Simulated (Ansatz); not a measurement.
# MoPt, space group P-6m2: a convergence test of the plane-wave cutoff

With Ansatz's Python interface.

Typed at the interpreter:
```pycon
>>> import csv
>>> import ansatz as az
>>> VDW = "d3bjatm"
>>> K_SPACING = 0.26
>>> SMEARING = "Fermi-Dirac"
>>> SMEARING_WIDTH = 0.15
>>> crystal = (
...     az.Lattice.from_parameters(2.821475, 2.821475, 4.527088, alpha=90.0, beta=90.0, gamma=120.0)
...     .atom("Mo", (2 / 3, 1 / 3, 0.0))
...     .atom("Pt", (1 / 3, 2 / 3, 0.5))
... )
>>> len(crystal.resolved().sites)
2
>>> setup = (
...     crystal.calculation()
...     .functional(az.Functional.PBESOL, dispersion=VDW)
...     .kpoints(spacing=K_SPACING)
...     .occupations(SMEARING, width=SMEARING_WIDTH)
... )
>>> rows = []
>>> for value in [250, 325, 400, 475, 550, 625]:
...     report = setup.basis(value).run().report
...     rows.append((value, report["free_energy_ev"] / len(report["lattice"]["sites"]), report["n_iterations"], report["n_pw"]))
...
DeckWarning: basis.ecutwfc = 250 eV is below the records' recommended 420 eV, and the density's cutoff is lower with it unless basis.ecutrho_ratio is high enough to keep the records' density cutoff: compare with a run at a higher cutoff
DeckWarning: basis.ecutwfc = 325 eV is below the records' recommended 420 eV, and the density's cutoff is lower with it unless basis.ecutrho_ratio is high enough to keep the records' density cutoff: compare with a run at a higher cutoff
DeckWarning: basis.ecutwfc = 400 eV is below the records' recommended 420 eV, and the density's cutoff is lower with it unless basis.ecutrho_ratio is high enough to keep the records' density cutoff: compare with a run at a higher cutoff
>>> with open("ecut.csv", "w", newline="") as handle:
...     writer = csv.writer(handle)
...     writer.writerow(["cutoff (eV)", "F/atom (eV)", "iterations", "plane waves"])
...     writer.writerows([round(v, 5) if isinstance(v, float) else v for v in row] for row in rows)
...
48
>>> # differences from the last row
>>> for row in rows[:-1]:
...     shift = 1000 * (row[1] - rows[-1][1])
...     print(f"{row[0]}: {shift:+.2f} meV/atom" + ("  (within 2 meV)" if abs(shift) < 2 else ""))
...
250: +992.08 meV/atom
325: +27.91 meV/atom
400: +1.50 meV/atom  (within 2 meV)
475: +0.42 meV/atom  (within 2 meV)
550: +0.09 meV/atom  (within 2 meV)
```

File `ecut.csv` afterwards:
```csv
cutoff (eV),F/atom (eV),iterations,plane waves
250,-8640.47994,6,287
325,-8641.44411,6,391
400,-8641.47052,6,573
475,-8641.4716,6,713
550,-8641.47193,6,941
625,-8641.47202,6,1099
```

From 400 eV on it stays within 2 meV an atom of the value at 625 eV; the first row (250 eV) is off by 992.1 meV and the last but one by 0.09 meV. The energy falls steadily, as expected when plane waves are added.

Notes:
- Spin is left out of this run.
- Dispersion corrections can be off by several per cent in the lattices of metals, and by several GPa in the pressure at a fixed cell.
- The mesh is modest for a metal, so energies can be off by several to tens of meV an atom and pressures by half a GPa or more; differences at equal mesh fare better.
- The smearing is wide enough that free energy and stress hold a thermal part of the electrons.
- Spin-orbit coupling, which matters for elements this heavy, is left out.
- The structure comes from a database of computed cells and needn't be a stable or known phase.
- Warnings are shown shortened and without file and line.
- Shifts are counted from the last row, which is itself no proven limit.
- Hardware and time: 13 s on 1 thread of Intel(R) Xeon(R) Platinum 8488C (Sapphire Rapids), on a shared host, peak memory 0.45 GiB.

(Lines on the test bed's own set-up are left out of the output.)
